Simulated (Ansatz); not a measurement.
# C3H6BNO: up Jacob's ladder to CCSD(T)

An exercise on one series of results from a longer session: the logs are not shown, and one member is left open.

The runs use Ansatz 0.2.0, Gaussian basis; functionals in def2-TZVPP, the program's frozen cores in correlated methods.

The runs, in order: PBE-D4, r2SCAN-D4, PBE0-D4, B3LYP-D4, ωB97X-V, ωB97M-V, B2PLYP; CCSD(T)/def2-TZVPP; MP2/def2-QZVPP; extrapolation to the limit.

## Structure used throughout

An earlier PBE0-D4 in a triple-zeta def2 set relaxation fixed the geometry.

12 atoms, charge 0, spin multiplicity 1.

Atoms are counted from 1 here; the program's logs count them from 0.

Bond lengths: C1–C2 1.334 Å, C1–H7 1.085 Å, C1–H8 1.083 Å, C2–C3 1.452 Å, C2–H9 1.082 Å, C3–N4 1.318 Å, C3–B5 1.592 Å, N4–H10 1.006 Å, N4–H11 1.011 Å, B5–O6 1.282 Å, B5–H12 1.204 Å. Angles: C2–C1–H7 122.2°, C2–C1–H8 120.9°, H7–C1–H8 116.8°, C1–C2–C3 123.5°, C1–C2–H9 121.2°, C3–C2–H9 115.2°, C2–C3–N4 117.6°, C2–C3–B5 119.7°, N4–C3–B5 121.0°, C3–N4–H10 120.8°, C3–N4–H11 121.0°, H10–N4–H11 117.0°, C3–B5–O6 92.7°, C3–B5–H12 131.3°, O6–B5–H12 135.7°.

Set-up of the first run:

File in.yaml:

```yaml
crystal:
  periodic: [false, false, false]
  atoms:
    - {symbol: C, position_ang: [-0.829015, -1.607406, 0.787883]}
    - {symbol: C, position_ang: [-0.306205, -0.384890, 0.889843]}
    - {symbol: C, position_ang: [0.081175, 0.419079, -0.255708]}
    - {symbol: N, position_ang: [0.538125, -0.212877, -1.317962]}
    - {symbol: B, position_ang: [0.290143, 1.987698, -0.082917]}
    - {symbol: O, position_ang: [1.326545, 1.830488, 0.654416]}
    - {symbol: H, position_ang: [-0.989987, -2.089429, -0.170802]}
    - {symbol: H, position_ang: [-1.157132, -2.147502, 1.667036]}
    - {symbol: H, position_ang: [-0.202407, 0.101631, 1.851257]}
    - {symbol: H, position_ang: [0.746137, 0.288458, -2.165087]}
    - {symbol: H, position_ang: [0.868346, -1.165951, -1.255276]}
    - {symbol: H, position_ang: [-0.288724, 2.925502, -0.568881]}
basis:
  gaussian: {orbitals: def2-TZVPP}
hamiltonian: {xc: pbe, dispersion: d4}
output: {forces: true, orbitals: {seedname: orbitals}}
```

Run with:

```console
> ansatz run in.yaml --threads 4 --pin off --events-out ev --progress --plain --max-ram 10444MiB
```

Steps of the session up to this table: PBE-D4 (GGA); r2SCAN-D4 (meta-GGA); PBE0-D4 (hybrid); B3LYP-D4 (hybrid); ωB97X-V (range-separated); ωB97M-V (range-separated); B2PLYP (double hybrid); CCSD(T) in def2-TZVPP; MP2 in def2-QZVPP.

One table of the session follows, with a row left open; its other results are not shown here.

| method | atoms, summed (eV) | atomisation energy (kJ/mol) |
| --- | --- | --- |
| PBE-D4 | -7361.700 | 5191.5 |
| r2SCAN-D4 | -7368.155 | 5032.2 |
| PBE0-D4 | ? | ? |
| B3LYP-D4 | -7373.076 | 5021.8 |
| ωB97X-V | -7370.237 | 4985.6 |
| ωB97M-V | -7369.476 | 5007.4 |
| B2PLYP | -7366.923 | 4963.3 |
| HF/def2-TZVPP | -7342.367 | 3515.3 |
| MP2/def2-TZVPP | -7355.384 | 4955.6 |
| CCSD/def2-TZVPP | -7358.504 | 4732.0 |
| CCSD(T)/def2-TZVPP | -7358.844 | 4835.3 |
| MP2/CBS | -7357.737 | 5089.3 |
| CCSD(T)/CBS | -7361.198 | 4969.0 |

**Question.** Estimate the row for PBE0-D4.

As computed: atoms, summed (eV): -7363.484; atomisation energy (kJ/mol): 5038.5. In the column «atoms, summed (eV)» it lies between B2PLYP (-7366.923) and PBE-D4 (-7361.700).

Limits of these values: Free atoms (3 C, 1 N, 1 B, 1 O, 6 H) were run apart at each level; the atomisation energy is their sum less the molecule, without zero-point or spin-orbit terms.
